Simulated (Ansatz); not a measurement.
# P (black phosphorus): the cost of one run

Computed with Ansatz 0.2.0 (DFT r2SCAN, scalar-relativistic, plane waves, PAW, unless a step's input says otherwise).

## Step 1: The system as given

It takes space group Cmce (No. 64, orthorhombic). The conventional cell has a = 3.316 Å, b = 10.484 Å, c = 4.379 Å, α = 90.00°, β = 90.00°, γ = 90.00°. P (site symmetry m) has 3 P at 2.22 to 2.24 Å as nearest neighbours.

Structure file:

```xyz
4
Lattice="1.6582 -5.2420 0.0000 1.6582 5.2420 0.0000 0.0000 0.0000 4.3793" Properties=species:S:1:pos:R:3 pbc="T T T"
P     1.6582   -4.1766    0.3533
P     1.6582   -1.0654    2.5430
P     1.6582    4.1766    4.0260
P     1.6582    1.0654    1.8363
```

The structure rests on an entry of the Crystallography Open Database; cell or positions may have been set otherwise for this series.

## Step 2: Relaxing cell and atoms: P (black phosphorus), no spin

The input, input.yaml:

```yaml
crystal:
  lattice:
    - [1.6582, -5.242, 0.0]
    - [1.6582, 5.242, 0.0]
    - [0.0, 0.0, 4.3793]
  atoms:
    - { symbol: P, position: [0.89838, 0.10162, 0.08068] }
    - { symbol: P, position: [0.60162, 0.39838, 0.58068] }
    - { symbol: P, position: [0.10162, 0.89838, 0.91932] }
    - { symbol: P, position: [0.39838, 0.60162, 0.41932] }
scf:
  occupations: { method: gaussian, width: 0.05 }
output:
  forces: true
  stress: true
  eigenvalues: true
  write_density: true
  write_potential: true
  elf: true
  volumetric_format: npy
hamiltonian:
  xc: r2scan
kpoints:
  mp_grid: { grid: [12, 12, 10] }
basis:
  ecutwfc: 520
relax:
  f_tol: 0.002
  max_steps: 100
  cell: { stress_tol: 0.01 }
```

Launch:

```sh
$ ansatz run input.yaml --threads 4 --pin off --max-ram 9216MiB --backend cpu --events-out ev --progress --plain --runs-dir out
```

Q: Estimate wall time and peak memory on 4 threads of Arm Neoverse V2, shared host.

About 71 s, with a peak of 0.91 GiB.
